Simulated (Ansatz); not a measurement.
# C2H2BFO2: the cost of one run

All numbers are computed with Ansatz 0.2.0 through its Python package. Level of theory: CAM-B3LYP/def2-SVP.

### 1 Starting point

Bond lengths: F1–B2 1.479 Å, B2–O3 1.461 Å, O3–C4 1.336 Å, C4–C5 1.399 Å, B2–O6 1.474 Å, C5–O6 1.404 Å, C4–H7 1.054 Å, C5–H8 1.058 Å. Angles: F1–B2–O3 123.7°, F1–B2–O6 127.1°, O3–B2–O6 107.1°, B2–O3–C4 108.2°, O3–C4–C5 109.3°, O3–C4–H7 129.2°, C5–C4–H7 121.4°, C4–C5–O6 111.6°, C4–C5–H8 123.8°, O6–C5–H8 124.4°, B2–O6–C5 103.5°.

The script holds or builds the structure itself.

### 2 The script

opt_c2h2bfo2.py reads:

```python
"""Minimum-energy structure of C2H2BFO2."""

import logging
import sys

import ansatz as az
import numpy as np

logging.basicConfig(stream=sys.stdout, format="%(levelname)s:%(name)s:%(message)s")
logger = logging.getLogger("run")
logger.setLevel(logging.INFO)

molecule = (
    az.Crystal.molecule()
    .atom("F", [0.378, -0.9191, 2.6106])
    .atom("B", [0.1794, -0.2856, 1.2886])
    .atom("O", [1.1903, -0.2763, 0.2342])
    .atom("C", [0.61, 0.1316, -0.898])
    .atom("C", [-0.76, 0.3088, -0.6787])
    .atom("O", [-1.1022, 0.0875, 0.6645])
    .atom("H", [1.0326, 0.2542, -1.8561])
    .atom("H", [-1.4361, 0.6419, -1.4209])
)

setup = (
    molecule.calculation()
    .basis(gaussian="def2-SVP")
    .functional("cam_b3lyp")
)
symbols = [site.symbol for site in molecule.cartesian_sites]
start = np.array([site.position_ang for site in molecule.cartesian_sites], dtype=float)
rep = setup.relax(force_tolerance=0.01, max_steps=100).run().report
end = np.array(rep["positions_ang"])

for key in ("converged", "free_energy_ev", "reference_energy_ev", "n_frozen", "n_occupied", "n_virtual"):
    logger.info(f"{key:22s} {rep[key]}")

logger.info("bond        before    after (A)")
for i, j in [(0, 1), (1, 2), (1, 5), (2, 3), (3, 4), (3, 6), (4, 5), (4, 7)]:
    d0, d1 = (np.linalg.norm(xyz[i] - xyz[j]) for xyz in (start, end))
    print(f"{symbols[i]}{i}-{symbols[j]}{j}".ljust(10), f"{d0:8.4f} {d1:8.4f}")

charges = rep["charge_distribution"]
dipole = np.array(charges["dipole_moment_e_ang"]) * 4.803205
logger.info("dipole (D): {:.3f} {:.3f} {:.3f}, length {:.3f}".format(*dipole, np.linalg.norm(dipole)))
logger.info("atom  Mulliken   Lowdin")
for symbol, m, l in zip(symbols, charges["mulliken_charges_e"], charges["lowdin_charges_e"]):
    logger.info(f"{symbol:4s} {m:9.3f} {l:8.3f}")
with open("c2h2bfo2_opt.xyz", "w") as handle:
    handle.write(f"{len(symbols)}\nrelaxed C2H2BFO2\n")
    handle.writelines(f"{s:2s} {x:11.6f} {y:11.6f} {z:11.6f}\n" for s, (x, y, z) in zip(symbols, end))
```

### 3 What the engine is handed

The package turns the script's settings into the engine's input:

```yaml
crystal:
  periodic: [false, false, false]
  atoms:
    - { symbol: F, position_ang: [0.378, -0.9191, 2.6106] }
    - { symbol: B, position_ang: [0.1794, -0.2856, 1.2886] }
    - { symbol: O, position_ang: [1.1903, -0.2763, 0.2342] }
    - { symbol: C, position_ang: [0.61, 0.1316, -0.898] }
    - { symbol: C, position_ang: [-0.76, 0.3088, -0.6787] }
    - { symbol: O, position_ang: [-1.1022, 0.0875, 0.6645] }
    - { symbol: H, position_ang: [1.0326, 0.2542, -1.8561] }
    - { symbol: H, position_ang: [-1.4361, 0.6419, -1.4209] }
basis:
  gaussian:
    orbitals: def2-SVP
hamiltonian:
  xc: cam_b3lyp
relax:
  f_tol: 0.01
  max_steps: 100
```

### 4 Running it

Started as:

```bash
python opt_c2h2bfo2.py
```

**Question.** How long does this script take on 1 thread of Arm Neoverse V1, shared host, and how much memory does it need?

About 39 s, with a peak of 0.28 GiB.
